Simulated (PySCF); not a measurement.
**One shape, several levels: GeH2SO (SMILES [OH][Ge][SH])**

Wanted: a comparison of 5 runs (HF/STO-3G, HF/3-21G, HF/def2-SVP, B2PLYP/3-21G, B3LYP/6-31G*) of GeH2SO. 

The calculation is run with PySCF 2.14.0.

## 1. The system as given

The species is GeH2SO (5 atoms), meant as a singlet with charge 0. As SMILES, `[OH][Ge][SH]`. The coordinates come from a PBE0-D4/def2-TZVP relaxation. This is one conformer, not always the lowest.

Bond lengths: O1–Ge2 1.782 Å, Ge2–S3 2.260 Å, O1–H4 0.961 Å, S3–H5 1.343 Å. Angles: O1–Ge2–S3 97.9°, Ge2–O1–H4 117.4°, Ge2–S3–H5 93.6°.

## 2. Energy and forces at HF/STO-3G (run 1)

The input, geometry.xyz:

```xyz
5

O     -1.346000    -1.001300     0.399800
Ge    -0.897400     0.628900    -0.164200
S      1.343300     0.336500    -0.206300
H     -0.632500    -1.625200     0.561400
H      1.582700     1.587400    -0.632100
```

The input, input.py:

```python
# [OH][Ge][SH]
import pyscf.grad
from pyscf import gto, scf

system = gto.M(
    atom='geometry.xyz',
    charge=0,
    basis='sto-3g',
    max_memory=1860,
    verbose=4,
)

myscf = scf.RHF(system)
myscf.conv_tol = 1e-10
myscf.kernel()
if not myscf.converged:
    myscf = myscf.newton().run(myscf.mo_coeff, myscf.mo_occ)

energy = myscf.e_tot
print('E(%s) = %.9f' % ('HF', energy))
grad = myscf.Gradients().kernel()
dip = myscf.dip_moment()
pop, q = myscf.mulliken_pop()
```

Started as:

```bash
$ OMP_NUM_THREADS=1 python input.py
```

The log of the run:

```text
PySCF version 2.14.0

[... 59 lines left out ...]
converged SCF energy = -2519.93293583745
[... 12 lines left out ...]
Dipole moment(X, Y, Z, Debye):  0.44946,  0.41226, -0.16261
[... 40 lines left out ...]
charge of    4H =     -0.04534
```

It took 2.8 s on 1 thread of Intel Xeon at 2.70GHz, shared host; peak memory 0.12 GiB.

## 3. Energy and forces at HF/3-21G (run 2)

The input, calc.py:

```python
# [OH][Ge][SH]
from pyscf import gto

mol = gto.M(
    atom='''
O     -1.346000    -1.001300     0.399800
Ge    -0.897400     0.628900    -0.164200
S      1.343300     0.336500    -0.206300
H     -0.632500    -1.625200     0.561400
H      1.582700     1.587400    -0.632100
''',
    max_memory=1860,
    spin=0,
    basis='3-21g',
    verbose=3,
)

mf = mol.RHF()
mf.conv_tol = 1e-10
mf.kernel()
if not mf.converged:
    mf = mf.newton().run(mf.mo_coeff, mf.mo_occ)

etot = mf.e_tot
print(f'total energy: {etot:.8f} hartree')
grad = mf.nuc_grad_method().kernel()
mf.analyze()
```

Started as:

```bash
$ OMP_NUM_THREADS=1 python calc.py
```

The log of the run:

```text
converged SCF energy = -2536.56212294941
[... 12 lines left out ...]
MO #3   energy= -51.9627837763857  occ= 2
[... 8 lines left out ...]
MO #12  energy= -6.57820373427179  occ= 2
[... 8 lines left out ...]
MO #21  energy= -1.31935078074296  occ= 2
[... 8 lines left out ...]
MO #30  energy= 0.0326248207826225 occ= 0
[... 8 lines left out ...]
MO #39  energy= 0.698217828280267  occ= 0
[... 8 lines left out ...]
MO #48  energy= 3.06268163506236   occ= 0
[... 6 lines left out ...]
Dipole moment(X, Y, Z, Debye): -0.55383,  1.16132, -0.34662
```

It took 2.9 s on 1 thread of Intel Xeon at 2.70GHz, shared host; peak memory 0.12 GiB.

Runs 3 to 4 aren't shown in full; the table further down has their settings and results.

## 4. Energy and forces at B3LYP/6-31G(d) (spherical functions) (run 5)

The input, input.xyz:

```xyz
5

O     -1.346000    -1.001300     0.399800
Ge    -0.897400     0.628900    -0.164200
S      1.343300     0.336500    -0.206300
H     -0.632500    -1.625200     0.561400
H      1.582700     1.587400    -0.632100
```

The input, job.py:

```python
# [OH][Ge][SH]
from pyscf import gto, dft

mol = gto.M(
    atom='input.xyz',
    basis='6-31g*',
    spin=0,
    verbose=4,
    charge=0,
    max_memory=1860,
)

mf = dft.RKS(mol)
mf.xc = 'b3lyp'
mf.grids.level = 5
mf.conv_tol = 1e-10
mf.kernel()
if not mf.converged:
    mf = mf.newton().run(mf.mo_coeff, mf.mo_occ)

e_tot = mf.e_tot
print('Final energy', e_tot)
grad = mf.nuc_grad_method().kernel()
mf.analyze()
```

Started as:

```bash
$ OMP_NUM_THREADS=1 python job.py
```

The log of the run:

```text
PySCF version 2.14.0

[... 100 lines left out ...]
MO #3   energy= -49.8302804070802  occ= 2
[... 12 lines left out ...]
MO #16  energy= -1.2374522790099   occ= 2
[... 12 lines left out ...]
MO #29  energy= -0.261923709253914 occ= 2
[... 12 lines left out ...]
MO #42  energy= 0.438347402644676  occ= 0
[... 12 lines left out ...]
MO #55  energy= 1.07256545587482   occ= 0
[... 12 lines left out ...]
MO #68  energy= 3.48597790476498   occ= 0
[... 76 lines left out ...]
Dipole moment(X, Y, Z, Debye):  0.35108,  0.69545, -0.24948
```

Run time: 35 s. Hardware: 1 thread of Intel Xeon at 2.70GHz, shared host; peak memory 0.67 GiB.

## 5. Overview of the runs

| run | level | task | frozen core orbitals | energy (Eh) | dipole moment (D) | HOMO energy (eV) | LUMO energy (eV) | wall time |
| --- | --- | --- | --- | --- | --- | --- | --- | --- |
| 1 | HF/STO-3G | gradient | – | -2519.932936 | 0.63 | -6.20 | 5.23 | 2.8 s |
| 2 | HF/3-21G | gradient | – | -2536.562123 | 1.33 | -9.60 | 0.89 | 2.9 s |
| 3 | HF/def2-SVP | gradient | – | -2548.520809 | 1.11 | -9.58 | 1.14 | 6.9 s |
| 4 | B2PLYP/3-21G | energy | 15 | -2538.548957 | 1.02 | -8.08 | -0.84 | 10 s |
| 5 | B3LYP/6-31G* (spherical functions) | gradient | – | -2551.420263 | 0.82 | -7.13 | -2.11 | 35 s |

## 6. Results

| quantity | value |
| --- | --- |
| run 5: total energy | -2551.42026 Eh |
| run 5: dipole moment | 0.82 D |
| run 5: HOMO energy | -7.13 eV |
| run 5: LUMO energy | -2.11 eV |
| run 5: HOMO–LUMO gap | 5.02 eV |
| run 5: largest force on an atom | 0.615 eV/Å |

The dipole moment (its size) runs from 0.63 D (HF/STO-3G) to 1.33 D (HF/3-21G). The HOMO–LUMO gap runs from 5.02 eV (B3LYP/6-31G*) to 11.42 eV (HF/STO-3G). The two ends differ in method and basis. Totals of different functionals can't be ranked against each other. In run 1 the basis is minimal, so the values are rough. All runs together took 57 s, the longest 35 s.
